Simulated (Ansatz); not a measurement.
BF₂HS, SMILES FB(F)S, a rigid torsion scan

With the Python package of Ansatz (0.2.0).

The cells in order, each with its output:

**Cell 1**
```python
import ansatz as az
from ase import Atoms
```

**Cell 2**
```python
atoms = Atoms(['F', 'B', 'F', 'S', 'H'], positions=[
    [0.935, -1.5542, 0.127],
    [-0.1245, -0.4859, 0.2488],
    [-0.9098, -0.3679, 1.4609],
    [-0.369, 0.7208, -1.1725],
    [0.5181, 1.6135, -0.7056],
])
```

**Cell 3**
```python
# start the scan from a relaxed geometry
first = (
    az.Crystal.molecule_from_ase(atoms).calculation()
    .basis(gaussian='def2-SVP')
    .functional('pbe0')
    .relax(force_tolerance=0.02, max_steps=80)
)
atoms.positions = first.run().report['positions_ang']

start = atoms.get_dihedral(0, 1, 3, 4)
energies = {}
for turn in range(0, 360, 30):
    turned = atoms.copy()
    turned.set_dihedral(0, 1, 3, 4, start + turn, indices=[3, 4])
    setup = (
        az.Crystal.molecule_from_ase(turned).calculation()
        .basis(gaussian='def2-SVP')
        .correlation('mp2')
    )
    energies[round((start + turn) % 360)] = setup.run().report['free_energy_ev']
floor = min(energies.values())
print('dihedral F0-B1-S3-H4 (deg)   E - E(min) (kcal/mol)')
for angle, e in sorted(energies.items()):
    print(f'{angle:8d} {23.060548 * (e - floor):14.3f}  ' + '#' * int(30 * (e - floor) / max(max(energies.values()) - floor, 1e-9)))
```
Output:
```text
dihedral F0-B1-S3-H4 (deg)   E - E(min) (kcal/mol)
      30          2.762  #######
      60          8.176  ######################
      90         11.079  ##############################
     120          8.100  #####################
     150          2.583  ######
     180          0.000
     210          2.581  ######
     240          8.097  #####################
     270         11.079  #############################
     300          8.178  ######################
     330          2.764  #######
     360          0.233
```

These settings explore the input space; basis and method may be short of convergence. The scan is rigid and the energies are electronic, in a modest basis. With rigid groups the curve can differ much from the relaxed path, the start wasn't checked as a minimum of this torsion, and equivalent turns needn't return to the same energy. The start is relaxed with a density functional and scanned with the wavefunction method, so it isn't exactly that method's minimum. It ran for 31 s on 1 thread of Arm Neoverse V1, on a shared host, peak memory 0.2 GiB.
